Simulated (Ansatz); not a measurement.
A nudged elastic band was laid between two geometries of a periodic cell of 13 atoms, Sc₁₂H (host Sc, host structure hcp, interstitial H).

Level of theory: DFT PBE-D3(BJ), scalar-relativistic, plane waves, PAW in Ansatz. Settings: cutoff 420 eV, k mesh 3x2x3, gaussian smearing 0.15 eV, no spin polarisation.

```yaml
movable_images: 3
climbing_image: yes
spring: 5.0 eV/Å²
optimiser: lbfgs
start_path: IDPP
force_threshold: 0.05 eV/Å
iteration_limit: 42
end_points: relaxed
```

First end point:

```xyz
13
Lattice="6.6200 0.0000 0.0000 -4.9650 8.5996 0.0000 0.0000 0.0000 5.2761" Properties=species:S:1:pos:R:3
Sc 0.009 -0.007 0.011
Sc -0.003 1.898 2.652
Sc -1.648 2.877 0.013
Sc -1.637 4.768 2.642
Sc -3.304 5.735 -0.079
Sc -3.304 7.673 2.644
Sc 3.311 0.001 0.009
Sc 3.320 1.916 2.650
Sc 1.657 2.871 0.018
Sc 1.646 4.767 2.644
Sc 0.005 5.726 0.013
Sc 0.003 7.647 2.646
H -3.305 5.741 3.144
```

Last end point:

```xyz
13
Lattice="6.6200 0.0000 0.0000 -4.9650 8.5996 0.0000 0.0000 0.0000 5.2761" Properties=species:S:1:pos:R:3
Sc 0.006 -0.011 -0.019
Sc -0.005 1.893 2.614
Sc -1.652 2.872 -0.022
Sc -1.641 4.763 2.627
Sc -3.308 5.729 0.074
Sc -3.306 7.663 2.627
Sc 3.308 -0.005 -0.017
Sc 3.317 1.909 2.616
Sc 1.655 2.866 -0.027
Sc 1.644 4.762 2.625
Sc 0.002 5.721 -0.021
Sc 0.000 7.641 2.621
H -3.309 5.733 2.120
```

**Question.** What changes between the two ends?

**Answer.** The atom that moves furthest is H13, by 1.02 Å; four of its nearest neighbours are Sc4 2.00, Sc10 2.00, Sc6 2.00, Sc5 2.05 Å at the first end and Sc4 1.99, Sc10 1.99, Sc6 2.00, Sc5 2.05 Å at the last.

**Question.** Give the energies along the band, and the barrier.

**Answer.** The run converged. The highest image is number 2 of 0 to 4, 0.110 eV above the ends, which have the same energy within 2 meV. By the program's own check the climbing image is of a kind that is not told: the force calls were inconclusive, a negative curvature could not be distinguished from the path's own, the only one lies far off the path, or fixed occupations may fill a level only in part (lowest curvatures found: -1.92 and 1.48 eV/Å²). Limits of this set-up: coarse k mesh, odd electron count without spin, a small cell, in which the defect meets its images, a typed lattice constant that wasn't relaxed here.

```
image  path coordinate (Å)  energy (eV)
    0                 0.00        0.000
    1                 0.25        0.058
    2                 0.51        0.110
    3                 0.76        0.057
    4                 1.01        0.000
```

**Question.** What is the geometry of the highest image?

**Answer.** 
```xyz
13
Lattice="6.6200 0.0000 0.0000 -4.9650 8.5996 0.0000 0.0000 0.0000 5.2761" Properties=species:S:1:pos:R:3
Sc 0.015 -0.010 -0.004
Sc -0.007 1.891 2.634
Sc -1.640 2.880 -0.004
Sc -1.629 4.754 2.634
Sc -3.317 5.733 -0.003
Sc -3.302 7.700 2.634
Sc 3.319 -0.004 -0.004
Sc 3.328 1.917 2.634
Sc 1.666 2.862 -0.004
Sc 1.614 4.745 2.634
Sc -0.002 5.717 -0.004
Sc 0.007 7.642 2.634
H -3.321 5.746 2.633
```

Run time: 10 min on 2 threads of Intel(R) Xeon(R) Platinum 8259CL CPU @ 2.50GHz (Skylake/Cascade Lake), on a shared host, peak memory 1.4 GiB.
